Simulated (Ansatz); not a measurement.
# CCl₃NSi: an energy map over bond length Si3–Cl4 and bond length Si3–Cl6

A grid of calculations on CCl₃NSi, SMILES N#C[Si](Cl)(Cl)Cl, to see where the energy is lowest and how it rises around there.

Program: Ansatz 0.2.0. Level of theory: RKS PBE-D4/def2-SVP. These are calculated values, not measurements.

## 1. The system as given

6 atoms, charge 0, spin multiplicity 1.

Atoms are counted from 1 here; the program's logs count them from 0.

Bond lengths: N1–C2 1.173 Å, C2–Si3 1.847 Å, Si3–Cl4 2.046 Å, Si3–Cl5 2.047 Å, Si3–Cl6 2.046 Å. Angles: N1–C2–Si3 179.4°, C2–Si3–Cl4 108.1°, C2–Si3–Cl5 108.0°, C2–Si3–Cl6 108.1°, Cl4–Si3–Cl5 110.8°, Cl4–Si3–Cl6 110.8°, Cl5–Si3–Cl6 110.8°.

Geometry (Å):

```xyz
6

N     1.8712   -1.3991    0.9828
C     1.0064   -0.7497    0.5280
Si   -0.3571    0.2604   -0.2007
Cl   -1.7611   -1.0197   -0.9598
Cl    0.4396    1.4265   -1.6820
Cl   -1.1569    1.4177    1.2856
```

This geometry comes from a loose relaxation at PBE in a small basis, which is not shown.

## 2. Geometry optimisation

File input.yaml:

```yaml
crystal:
  periodic: [false, false, false]
  atoms:
    - { symbol: "N", position_ang: [1.871212, -1.399091, 0.982751] }
    - { symbol: C, position_ang: [1.006357, -0.749685, 0.52796] }
    - { symbol: Si, position_ang: [-0.357142, 0.260415, -0.200707] }
    - { symbol: Cl, position_ang: [-1.761057, -1.019719, -0.959849] }
    - { symbol: Cl, position_ang: [0.439599, 1.426485, -1.681995] }
    - { symbol: Cl, position_ang: [-1.156868, 1.417695, 1.28564] }
basis:
  gaussian: { orbitals: def2-SVP }
hamiltonian:
  xc: pbe
  dispersion: d4
output:
  forces: true
relax:
  f_tol: 0.003
  max_steps: 120
```

Launch:

```sh
$ ansatz run input.yaml --threads 1 --pin off --max-ram 2560MiB --backend cpu --events-out ev --progress --plain --runs-dir out
```

The program printed, cut to the lines that bear on the results:

```text
Warning: RAYON_NUM_THREADS=1 ignored (pool sized by the plan → 1); use --threads N
[...]
Functional definition: PBE
[...]
1111 factors; their error is unknown
[...]
mean field -47937.60038728 eV, -1761.6743209598 hartree, gradient 1.5e-5 eV, S^2 0.000000; 0 other end points of the search recorded, 0 dependent functions left out
[...]
reference -47937.60041370 eV, -1761.6743219308 hartree; 39, 39 occupied and 61, 61 virtual orbitals, 1111 factors
relax step   1: F+E_penalty+E_count = -47937.87244189 eV  Δ(F+E_penalty+E_count) = +0.000e0 eV  max|allowed force component| = 2.568e-2 eV/Å  Δτ_max = 0.0000 Å  (27 SCF iters, accepted)
[...]
relax step   3: F+E_penalty+E_count = -47937.87251824 eV  Δ(F+E_penalty+E_count) = -4.245e-5 eV  max|allowed force component| = 7.585e-3 eV/Å  Δτ_max = 0.0048 Å  (29 SCF iters, accepted)
[...]
relax step   4: F+E_penalty+E_count = -47937.87252093 eV  Δ(F+E_penalty+E_count) = -2.688e-6 eV  max|allowed force component| = 1.844e-3 eV/Å  Δτ_max = 0.0005 Å  (19 SCF iters, accepted)
1111 factors; their error is unknown
mean field -47937.60047354 eV, -1761.6743241298 hartree, gradient 3.9e-5 eV, S^2 0.000000; 1 other end points of the search recorded, 0 dependent functions left out
[...]
reference -47937.60049995 eV, -1761.6743251007 hartree; 39, 39 occupied and 61, 61 virtual orbitals, 1111 factors
Total energy: -47937.87254734 eV, -1761.6843226579 hartree
Atom 0 at     1.870946    -1.395127     0.986935 Å, force    -0.001767     0.001350    -0.000917 eV/Å
Atom 1 at     1.005130    -0.752000     0.524921 Å, force     0.001844    -0.001434     0.000965 eV/Å
Atom 2 at    -0.356855     0.259621    -0.201862 Å, force    -0.000194     0.000276    -0.000075 eV/Å
Atom 3 at    -1.762878    -1.019590    -0.961055 Å, force     0.000035    -0.000047    -0.000021 eV/Å
Atom 4 at     0.439455     1.427265    -1.682455 Å, force     0.000036    -0.000080    -0.000022 eV/Å
Atom 5 at    -1.153698     1.415931     1.287315 Å, force     0.000047    -0.000064     0.000070 eV/Å
Dipole moment:    -0.333122     0.247429    -0.177750 e Å
```

Wall time 16 s (1 thread of Arm Neoverse V1, shared host); peak memory 0.14 GiB.

Relaxation path:

| step | energy from step 1 (eV) | largest force component (eV/Å) |
| --- | --- | --- |
| 1 | 0.0000 | 0.0257 |
| 2 | 0.0000 | 0.0132 |
| 3 | -0.0001 | 0.0076 |
| 4 | -0.0001 | 0.0018 |

Distances of close pairs at the start and the end, largest changes first:

| bond | before (Å) | after (Å) | change (Å) |
| --- | --- | --- | --- |
| C2–Si3 | 1.847 | 1.846 | -0.001 |
| Si3–Cl4 | 2.046 | 2.047 | +0.001 |
| Si3–Cl6 | 2.046 | 2.047 | +0.000 |
| Si3–Cl5 | 2.047 | 2.047 | +0.000 |
| N1–C2 | 1.173 | 1.173 | +0.000 |

## 3. Plan of the scan

First coordinate, bond length Si3–Cl4: 15 values from 1.760 to 2.866 Å. Second coordinate, bond length Si3–Cl6: 15 values from 1.760 to 2.866 Å.

Nothing else is relaxed (all other coordinates rigid). Energies count from the relaxed molecule at the same level.

Below, 2 of the grid's runs; all are launched alike.

## 4. Point bond length Si3–Cl4 = 2.076 Å, bond length Si3–Cl6 = 2.076 Å

File input.yaml:

```yaml
crystal:
  periodic: [false, false, false]
  atoms:
    - { symbol: "N", position_ang: [1.870946, -1.395127, 0.986935] }
    - { symbol: C, position_ang: [1.00513, -0.752, 0.524921] }
    - { symbol: Si, position_ang: [-0.356855, 0.259621, -0.201862] }
    - { symbol: Cl, position_ang: [-1.782891, -1.037798, -0.971861] }
    - { symbol: Cl, position_ang: [0.439455, 1.427265, -1.682455] }
    - { symbol: Cl, position_ang: [-1.16504, 1.432389, 1.308512] }
basis:
  gaussian: { orbitals: def2-SVP }
hamiltonian:
  xc: pbe
  dispersion: d4
output:
  forces: true
```

Launch:

```sh
$ ansatz run input.yaml --threads 1 --pin off --max-ram 2560MiB --backend cpu --events-out ev --progress --plain --runs-dir out
```

The program printed, cut to the lines that bear on the results:

```text
Warning: RAYON_NUM_THREADS=1 ignored (pool sized by the plan → 1); use --threads N
[...]
[... 1 set-up line as earlier in the session ...]
[...]
1111 factors; their error is unknown
[...]
mean field -47937.58593024 eV, -1761.6737896734 hartree, gradient 6.3e-5 eV, S^2 0.000000; 0 other end points of the search recorded, 0 dependent functions left out
[...]
reference -47937.58595623 eV, -1761.6737906287 hartree; 39, 39 occupied and 61, 61 virtual orbitals, 1111 factors
Total energy: -47937.85621945 eV, -1761.6837226187 hartree
Atom 0 at     1.870946    -1.395127     0.986935 Å, force     0.002014     0.001010    -0.001604 eV/Å
Atom 1 at     1.005130    -0.752000     0.524921 Å, force    -0.040024     0.009874     0.000120 eV/Å
Atom 2 at    -0.356855     0.259621    -0.201862 Å, force    -0.507786    -0.021178     0.160531 eV/Å
Atom 3 at    -1.782891    -1.037798    -0.971861 Å, force     0.369369     0.345998     0.213580 eV/Å
Atom 4 at     0.439455     1.427265    -1.682455 Å, force    -0.026926    -0.017843     0.026630 eV/Å
Atom 5 at    -1.165040     1.432389     1.308512 Å, force     0.203353    -0.317861    -0.399259 eV/Å
Dipole moment:    -0.303299     0.248321    -0.186796 e Å
```

Run time: 3.1 s. Hardware: 1 thread of Arm Neoverse V1, shared host; peak memory 0.13 GiB.

On the map this point reads 1.6 kJ/mol.

## 5. The run at bond length Si3–Cl4 = 2.234 Å, bond length Si3–Cl6 = 1.918 Å

Edit input.yaml of step 4 so:

```diff
@@ -6,5 +6,5 @@
     - { symbol: Si, position_ang: [-0.356855, 0.259621, -0.201862] }
-    - { symbol: Cl, position_ang: [-1.782891, -1.037798, -0.971861] }
+    - { symbol: Cl, position_ang: [-1.891424, -1.136542, -1.030464] }
     - { symbol: Cl, position_ang: [0.439455, 1.427265, -1.682455] }
-    - { symbol: Cl, position_ang: [-1.16504, 1.432389, 1.308512] }
+    - { symbol: Cl, position_ang: [-1.103531, 1.343132, 1.193561] }
 basis:
```

Launch:

```sh
$ ansatz run input.yaml --threads 1 --pin off --max-ram 2560MiB --backend cpu --events-out ev --progress --plain --runs-dir out
```

The program printed, cut to the lines that bear on the results:

```text
Warning: RAYON_NUM_THREADS=1 ignored (pool sized by the plan → 1); use --threads N
[...]
[... 1 set-up line as earlier in the session ...]
[...]
1111 factors; their error is unknown
[...]
mean field -47937.16210813 eV, -1761.6582144981 hartree, gradient 6.9e-6 eV, S^2 0.000000; 0 other end points of the search recorded, 0 dependent functions left out
[...]
reference -47937.16213426 eV, -1761.6582154587 hartree; 39, 39 occupied and 61, 61 virtual orbitals, 1111 factors
Total energy: -47937.43289325 eV, -1761.6681656679 hartree
Atom 0 at     1.870946    -1.395127     0.986935 Å, force     0.008460     0.015297     0.018383 eV/Å
Atom 1 at     1.005130    -0.752000     0.524921 Å, force    -0.049659    -0.141979    -0.137917 eV/Å
Atom 2 at    -0.356855     0.259621    -0.201862 Å, force    -0.176732    -2.976499    -2.968593 eV/Å
Atom 3 at    -1.891424    -1.136542    -1.030464 Å, force     1.625863     1.422509     0.830289 eV/Å
Atom 4 at     0.439455     1.427265    -1.682455 Å, force    -0.032444    -0.106819    -0.089229 eV/Å
Atom 5 at    -1.103531     1.343132     1.193561 Å, force    -1.375488     1.787492     2.347067 eV/Å
Dipole moment:    -0.260114     0.421049    -0.027334 e Å
```

Wall time 3 s (1 thread of Arm Neoverse V1, shared host); peak memory 0.13 GiB.

Energy on the map's scale: 42 kJ/mol.

## 6. Energy over the grid

120 points were computed, 105 more follow by symmetry. Energies in kJ/mol, from the relaxed molecule at the same level:

```
bond length Si3–Cl6 (Å) ↓, bond length Si3–Cl4 (Å) →  1.760  1.839  1.918  1.997  2.076  2.155  2.234  2.313  2.392  2.471  2.550  2.629  2.708  2.787  2.866
                                               2.866    327    263    229    214    214    225    242    263    286    311    337    362    386    409    432
                                               2.787    304    241    206    191    192    202    219    240    264    289    314    339    363    387    409
                                               2.708    281    217    182    168    168    178    195    216    240    265    290    315    340    363    386
                                               2.629    257    193    158    143    143    153    170    191    215    240    265    291    315    339    362
                                               2.550    232    168    133    118    118    128    145    166    190    215    240    265    290    314    337
                                               2.471    208    144    108     94     93    103    120    141    164    189    215    240    265    289    311
                                               2.392    185    120     84     69     69     79     95    116    140    164    190    215    240    264    286
                                               2.313    163     98     62     47     46     56     72     93    116    141    166    191    216    240    263
                                               2.234    144     79     42     27     26     35     51     72     95    120    145    170    195    219    242
                                               2.155    130     64     27     11     10     19     35     56     79    103    128    153    178    202    225
                                               2.076    123     57     20      3      2     10     26     46     69     93    118    143    168    192    214
                                               1.997    127     60     22      5      3     11     27     47     69     94    118    143    168    191    214
                                               1.918    146     78     40     22     20     27     42     62     84    108    133    158    182    206    229
                                               1.839    186    118     78     60     57     64     79     98    120    144    168    193    217    241    263
                                               1.760    256    186    146    127    123    130    144    163    185    208    232    257    281    304    327
```

On the same grid, dipole moment (D):

| bond length Si3–Cl6 (Å) ↓, bond length Si3–Cl4 (Å) → | 1.760 | 1.839 | 1.918 | 1.997 | 2.076 | 2.155 | 2.234 | 2.313 | 2.392 | 2.471 | 2.550 | 2.629 | 2.708 | 2.787 | 2.866 |
| --- | --- | --- | --- | --- | --- | --- | --- | --- | --- | --- | --- | --- | --- | --- | --- |
| 2.866 | 4.08 | 3.79 | 3.52 | 3.27 | 3.04 | 2.85 | 2.69 | 2.57 | 2.49 | 2.45 | 2.44 | 2.45 | 2.49 | 2.55 | 2.62 |
| 2.787 | 3.91 | 3.62 | 3.35 | 3.10 | 2.88 | 2.69 | 2.53 | 2.42 | 2.35 | 2.32 | 2.32 | 2.35 | 2.41 | 2.47 | 2.55 |
| 2.708 | 3.73 | 3.45 | 3.18 | 2.93 | 2.71 | 2.52 | 2.37 | 2.27 | 2.21 | 2.19 | 2.21 | 2.26 | 2.32 | 2.41 | 2.49 |
| 2.629 | 3.56 | 3.27 | 3.00 | 2.76 | 2.54 | 2.36 | 2.22 | 2.12 | 2.08 | 2.08 | 2.11 | 2.17 | 2.26 | 2.35 | 2.45 |
| 2.550 | 3.39 | 3.10 | 2.84 | 2.59 | 2.38 | 2.20 | 2.07 | 1.99 | 1.96 | 1.98 | 2.03 | 2.11 | 2.21 | 2.32 | 2.44 |
| 2.471 | 3.23 | 2.95 | 2.68 | 2.44 | 2.23 | 2.06 | 1.94 | 1.88 | 1.87 | 1.90 | 1.98 | 2.08 | 2.19 | 2.32 | 2.45 |
| 2.392 | 3.09 | 2.81 | 2.55 | 2.31 | 2.11 | 1.95 | 1.85 | 1.80 | 1.81 | 1.87 | 1.96 | 2.08 | 2.21 | 2.35 | 2.49 |
| 2.313 | 2.98 | 2.70 | 2.45 | 2.22 | 2.02 | 1.88 | 1.80 | 1.77 | 1.80 | 1.88 | 1.99 | 2.12 | 2.27 | 2.42 | 2.57 |
| 2.234 | 2.89 | 2.63 | 2.38 | 2.16 | 1.99 | 1.86 | 1.80 | 1.80 | 1.85 | 1.94 | 2.07 | 2.22 | 2.37 | 2.53 | 2.69 |
| 2.155 | 2.85 | 2.60 | 2.36 | 2.16 | 2.01 | 1.91 | 1.86 | 1.88 | 1.95 | 2.06 | 2.20 | 2.36 | 2.52 | 2.69 | 2.85 |
| 2.076 | 2.85 | 2.61 | 2.40 | 2.22 | 2.09 | 2.01 | 1.99 | 2.02 | 2.11 | 2.23 | 2.38 | 2.54 | 2.71 | 2.88 | 3.04 |
| 1.997 | 2.90 | 2.68 | 2.48 | 2.33 | 2.22 | 2.16 | 2.16 | 2.22 | 2.31 | 2.44 | 2.59 | 2.76 | 2.93 | 3.10 | 3.27 |
| 1.918 | 2.99 | 2.79 | 2.62 | 2.48 | 2.40 | 2.36 | 2.38 | 2.45 | 2.55 | 2.68 | 2.84 | 3.00 | 3.18 | 3.35 | 3.52 |
| 1.839 | 3.12 | 2.94 | 2.79 | 2.68 | 2.61 | 2.60 | 2.63 | 2.70 | 2.81 | 2.95 | 3.10 | 3.27 | 3.45 | 3.62 | 3.79 |
| 1.760 | 3.28 | 3.12 | 2.99 | 2.90 | 2.85 | 2.85 | 2.89 | 2.98 | 3.09 | 3.23 | 3.39 | 3.56 | 3.73 | 3.91 | 4.08 |

## 7. What came out

```
               quantity                                                                                                                                                                   value
           lowest point                                                                                                bond length Si3–Cl4 = 2.076 Å, bond length Si3–Cl6 = 2.076 Å, 1.6 kJ/mol
 highest computed point                                                                               bond length Si3–Cl4 = 2.866 Å, bond length Si3–Cl6 = 2.866 Å, 430 kJ/mol above the lowest
      dipole moment (D)  1.77 at bond length Si3–Cl4 = 2.313 Å, bond length Si3–Cl6 = 2.313 Å to 4.08 at bond length Si3–Cl4 = 1.760 Å, bond length Si3–Cl6 = 2.866 Å; 2.09 at the lowest point
time for the whole task                                                                                                                                        8.6 min on 1 thread, shared host
```

What this shows: The lowest computed point is at bond length Si3–Cl4 = 2.076 Å, bond length Si3–Cl6 = 2.076 Å, 1.6 kJ/mol from the relaxed molecule at the same level. No other kind of well shows on this grid. The highest computed point, bond length Si3–Cl4 = 2.866 Å, bond length Si3–Cl6 = 2.866 Å, lies 430 kJ/mol above the lowest. Round the minimum the two coordinates are nearly uncoupled.
